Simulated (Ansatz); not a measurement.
# Cl2H2OZn: the cost of one run

Program: Ansatz 0.2.0. Level of theory: RKS CAM-B3LYP-D4/def2-SVP. These are calculated values, not measurements.

### Step 1. Starting point

Bond lengths: Zn1–O2 2.197 Å, Zn1–Cl3 2.102 Å, Zn1–Cl5 2.617 Å, O2–H6 0.960 Å. Angles: Zn1–O2–H6 127.3°, O2–Zn1–Cl3 125.3°, O2–Zn1–Cl5 72.2°, Cl3–Zn1–Cl5 149.5°.

Coordinates:

```xyz
6

Zn   -0.5199   -0.9335   -0.4327
O     0.9860    0.5823    0.0793
Cl   -0.5384   -2.0828   -2.1923
H     0.0264    1.1010    0.7277
Cl   -1.6649    0.8379    1.1159
H     1.7109    0.4952    0.7019
```

### Step 2. A restrained relaxation towards end A

Springs on the bonds that form and break draw the guess towards this end; the thresholds are loose.

File input.yaml:

```yaml
crystal:
  periodic: [false, false, false]
  atoms:
    - { symbol: Zn, position_ang: [-0.5199, -0.9335, -0.4327] }
    - { symbol: O, position_ang: [0.986, 0.5823, 0.0793] }
    - { symbol: Cl, position_ang: [-0.5384, -2.0828, -2.1923] }
    - { symbol: H, position_ang: [0.0264, 1.101, 0.7277] }
    - { symbol: Cl, position_ang: [-1.6649, 0.8379, 1.1159] }
    - { symbol: H, position_ang: [1.7109, 0.4952, 0.7019] }
basis:
  gaussian: { orbitals: def2-SVP }
hamiltonian:
  xc: cam_b3lyp
  dispersion: d4
relax:
  f_tol: 0.15
  max_steps: 25
  restrain:
    - { distance: [0, 4], at: 3.54, k: 30.0 }
    - { distance: [3, 1], at: 2.27, k: 30.0 }
    - { distance: [0, 1], at: 1.88, k: 30.0 }
    - { distance: [3, 4], at: 1.33, k: 30.0 }
```

Run with:

```console
> ansatz run input.yaml --threads 2 --pin off --max-ram 3072MiB --backend cpu --events-out ev --progress --plain --runs-dir out
```

**Question.** How long does this run take on 2 threads of Arm Neoverse V1, shared host, and how much memory does it need?

About 27 s, with a peak of 0.23 GiB.
